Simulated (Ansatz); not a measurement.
**CH₆FNOSi: how energies converge with the basis set**

An exercise on one series of results from a longer session: the logs are not shown, and one member is left open.

Program: Ansatz 0.2.0, Gaussian basis. Level of theory: one geometry, several basis sets. These are calculated values, not measurements.

Levels to be run: PBE0-D4/def2-SVP; ωB97M-V/def2-SVP; PBE0-D4/def2-QZVPP; ωB97M-V/def2-QZVPP; the functionals' def2-TZVPP values are taken from earlier runs.

### The geometry

The geometry comes from an earlier relaxation with PBE0-D4 in a triple-zeta def2 set; it is a stationary point, not always the lowest conformer.

SMILES `NC(F)O[SiH3]`, 11 atoms, charge 0, spin multiplicity 1.

Atoms are counted from 1 here; the program's logs count them from 0.

Bond lengths: N1–C2 1.398 Å, N1–H6 1.012 Å, N1–H7 1.010 Å, C2–F3 1.415 Å, C2–O4 1.367 Å, C2–H8 1.096 Å, O4–Si5 1.661 Å, Si5–H9 1.482 Å, Si5–H10 1.480 Å, Si5–H11 1.487 Å. Angles: C2–N1–H6 111.1°, C2–N1–H7 111.8°, H6–N1–H7 110.6°, N1–C2–F3 112.5°, N1–C2–O4 109.5°, N1–C2–H8 110.8°, F3–C2–O4 107.4°, F3–C2–H8 104.0°, O4–C2–H8 112.6°, C2–O4–Si5 123.4°, O4–Si5–H9 111.8°, O4–Si5–H10 104.9°, O4–Si5–H11 109.6°, H9–Si5–H10 110.0°, H9–Si5–H11 109.7°, H10–Si5–H11 110.7°.

The first run:

Input file in.yaml:

```yaml
crystal:
  periodic: [false, false, false]
  atoms:
    - {symbol: N, position_ang: [-0.144038, -1.360107, 1.536253]}
    - {symbol: C, position_ang: [0.302120, -0.710879, 0.381382]}
    - {symbol: F, position_ang: [-0.130753, -1.354105, -0.802105]}
    - {symbol: O, position_ang: [-0.189118, 0.564484, 0.355913]}
    - {symbol: Si, position_ang: [-0.073723, 1.562198, -0.966603]}
    - {symbol: H, position_ang: [-1.151681, -1.310560, 1.615939]}
    - {symbol: H, position_ang: [0.167635, -2.320031, 1.570802]}
    - {symbol: H, position_ang: [1.396065, -0.741783, 0.315149]}
    - {symbol: H, position_ang: [-1.091671, 1.236830, -1.993046]}
    - {symbol: H, position_ang: [-0.305844, 2.924622, -0.436434]}
    - {symbol: H, position_ang: [1.286407, 1.452332, -1.556651]}
basis:
  gaussian: {orbitals: def2-SVP}
hamiltonian: {xc: pbe0, dispersion: d4}
output: {orbitals: {seedname: orbitals}}
```

Steps of the session up to this table: PBE0-D4 in def2-SVP; ωB97M-V in def2-SVP; PBE0-D4 in def2-QZVPP; ωB97M-V in def2-QZVPP.

One of the session's tables, all rows but one given; the rest of the session is left out.

It belongs to the step «Functionals by basis». 

```
functional       basis  HOMO (eV)  LUMO (eV)
   PBE0-D4    def2-SVP      -7.83       0.88
   PBE0-D4  def2-TZVPP      -8.09       0.33
   PBE0-D4  def2-QZVPP      -8.15       0.13
   ωB97M-V    def2-SVP          ?          ?
   ωB97M-V  def2-TZVPP     -10.55       1.98
   ωB97M-V  def2-QZVPP     -10.60       1.51
```

**Question.** Estimate the row for ωB97M-V, def2-SVP.

As computed: HOMO (eV): -10.27; LUMO (eV): 2.81. In the column «HOMO (eV)» it lies between ωB97M-V, def2-TZVPP (-10.55) and PBE0-D4, def2-QZVPP (-8.15).
